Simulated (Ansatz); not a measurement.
# CH10N2Si2: a ladder of functionals and wavefunction methods

One table from this session's results is given with a row withheld; the runs are named, their logs left out.

Program: Ansatz 0.2.0, Gaussian basis. Level of theory: functionals in def2-TZVPP, the program's frozen cores in correlated methods. These are calculated values, not measurements.

Levels to be run: PBE-D4, r2SCAN-D4, PBE0-D4, B3LYP-D4, ωB97X-V, ωB97M-V, B2PLYP; CCSD(T)/def2-TZVPP; MP2/def2-QZVPP; extrapolation to the limit.

## Structure used throughout

The geometry comes from an earlier relaxation with PBE0-D4 in a triple-zeta def2 set; it is a stationary point, not always the lowest conformer.

SMILES `N[SiH2]C[SiH2]N`, 15 atoms, charge 0, spin multiplicity 1.

Atoms are counted from 1 here; the program's logs count them from 0.

Bond lengths: N1–Si2 1.719 Å, N1–H6 1.008 Å, N1–H7 1.007 Å, Si2–C3 1.865 Å, Si2–H8 1.500 Å, Si2–H9 1.488 Å, C3–Si4 1.865 Å, C3–H10 1.095 Å, C3–H11 1.095 Å, Si4–N5 1.719 Å, Si4–H12 1.500 Å, Si4–H13 1.488 Å, N5–H14 1.007 Å, N5–H15 1.008 Å. Angles: Si2–N1–H6 119.7°, Si2–N1–H7 120.5°, H6–N1–H7 111.1°, N1–Si2–C3 108.3°, N1–Si2–H8 114.9°, N1–Si2–H9 107.2°, C3–Si2–H8 107.6°, C3–Si2–H9 112.9°, H8–Si2–H9 106.1°, Si2–C3–Si4 113.9°, Si2–C3–H10 109.2°, Si2–C3–H11 108.2°, Si4–C3–H10 108.2°, Si4–C3–H11 109.2°, H10–C3–H11 108.1°, C3–Si4–N5 108.3°, C3–Si4–H12 107.6°, C3–Si4–H13 112.9° and more.

Set-up of the first run:

in.yaml

```yaml
crystal:
  periodic: [false, false, false]
  atoms:
    - {symbol: N, position_ang: [-1.690478, 1.278807, -0.884087]}
    - {symbol: Si, position_ang: [-0.247118, 1.555673, 0.007065]}
    - {symbol: C, position_ang: [1.032472, 0.321488, -0.555175]}
    - {symbol: Si, position_ang: [0.584832, -1.450947, -0.187986]}
    - {symbol: N, position_ang: [0.510022, -1.645367, 1.518065]}
    - {symbol: H, position_ang: [-2.037007, 0.338575, -0.992460]}
    - {symbol: H, position_ang: [-2.446938, 1.942327, -0.849573]}
    - {symbol: H, position_ang: [-0.387658, 1.418632, 1.494399]}
    - {symbol: H, position_ang: [0.159331, 2.965539, -0.241661]}
    - {symbol: H, position_ang: [1.985952, 0.541578, -0.063443]}
    - {symbol: H, position_ang: [1.171533, 0.441977, -1.634764]}
    - {symbol: H, position_ang: [-0.691486, -1.756888, -0.914667]}
    - {symbol: H, position_ang: [1.592913, -2.420329, -0.696753]}
    - {symbol: H, position_ang: [0.447370, -2.564260, 1.924755]}
    - {symbol: H, position_ang: [0.016259, -0.966796, 2.076274]}
basis:
  gaussian: {orbitals: def2-TZVPP}
hamiltonian: {xc: pbe, dispersion: d4}
output: {forces: true, orbitals: {seedname: orbitals}}
```

Started as:

```sh
$ ansatz run in.yaml --threads 2 --pin off --events-out ev --progress --plain --max-ram 22528MiB --backend cuda --devices 0, --max-vram 18GiB
```

Among the steps run: PBE-D4 (GGA); r2SCAN-D4 (meta-GGA); PBE0-D4 (hybrid); B3LYP-D4 (hybrid); ωB97X-V (range-separated); ωB97M-V (range-separated); B2PLYP (double hybrid); CCSD(T) in def2-TZVPP; MP2 in def2-QZVPP.

One table of the session follows, with a row left open; its other results are not shown here.

It belongs to the step «Atomisation energies». 

```
            method  atomisation energy (kcal/mol)
            PBE-D4                         1236.6
         r2SCAN-D4                         1225.6
           PBE0-D4                         1223.3
          B3LYP-D4                              ?
           ωB97X-V                         1238.8
           ωB97M-V                         1236.5
            B2PLYP                         1216.4
     HF/def2-TZVPP                          891.0
    MP2/def2-TZVPP                         1201.2
   CCSD/def2-TZVPP                         1182.3
CCSD(T)/def2-TZVPP                         1196.5
           MP2/CBS                         1237.5
       CCSD(T)/CBS                         1232.8
```

Estimate the missing values for B3LYP-D4.

The run gave: atomisation energy (kcal/mol): 1234.3. In the column «atomisation energy (kcal/mol)» it lies between CCSD(T)/CBS (1232.8) and ωB97M-V (1236.5).

Caveats from the session: Free atoms (2 N, 2 Si, 1 C, 10 H) were run apart at each level; the atomisation energy is their sum less the molecule, without zero-point or spin-orbit terms.
